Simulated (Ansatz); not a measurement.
# Cs: the cost of one run

Program: Ansatz 0.2.0. Level of theory: DFT PBE, scalar-relativistic, plane waves, PAW. These are calculated values, not measurements.

### 1 Starting point

It takes space group Im-3m (No. 229, cubic). Conventional cell: a = 6.257 Å, b = 6.257 Å, c = 6.257 Å, α = 90.00°, β = 90.00°, γ = 90.00°.

Structure file:

```cif
data_structure
_symmetry_space_group_name_H-M 'P 1'
_symmetry_Int_Tables_number 1
_cell_length_a 5.4187
_cell_length_b 5.4187
_cell_length_c 5.4187
_cell_angle_alpha 109.471
_cell_angle_beta 109.471
_cell_angle_gamma 109.471
_cell_volume 122.48
loop_
_atom_site_label
_atom_site_type_symbol
_atom_site_fract_x
_atom_site_fract_y
_atom_site_fract_z
_atom_site_occupancy
Cs1 Cs 0.00000 0.00000 0.00000 1
```

The structure comes from the Materials Project (structure only).

(A quick probe on a coarse mesh, which set the mesh and smearing, is not shown.)

### 3 The relaxation

Input file input.yaml:

```yaml
crystal:
  lattice:
    - [-3.12846506, 3.12846506, 3.12846506]
    - [3.12846506, -3.12846506, 3.12846506]
    - [3.12846506, 3.12846506, -3.12846506]
  atoms:
    - { symbol: Cs, position: [0.0, 0.0, 0.0] }
basis:
  ecutwfc: 420
kpoints:
  mp_grid: { grid: [10, 10, 10] }
hamiltonian:
  xc: pbe
scf:
  occupations: { method: gaussian, width: 0.1 }
output:
  forces: true
  stress: true
  eigenvalues: true
  write_density: true
  write_potential: true
  elf: true
  volumetric_format: npy
relax:
  adjacent_minimum: "off"
  f_tol: 0.005
  max_steps: 80
  cell: { stress_tol: 0.05 }
```

Started as:

```sh
$ ansatz run input.yaml --threads 4 --pin off --max-ram 8192MiB --backend cpu --events-out ev --progress --plain --runs-dir out
```

What time and memory should one allow on 4 threads of Intel Xeon Platinum 8175M at 2.50GHz (Skylake/Cascade Lake), shared host?

About 7.7 s, with a peak of 0.51 GiB.
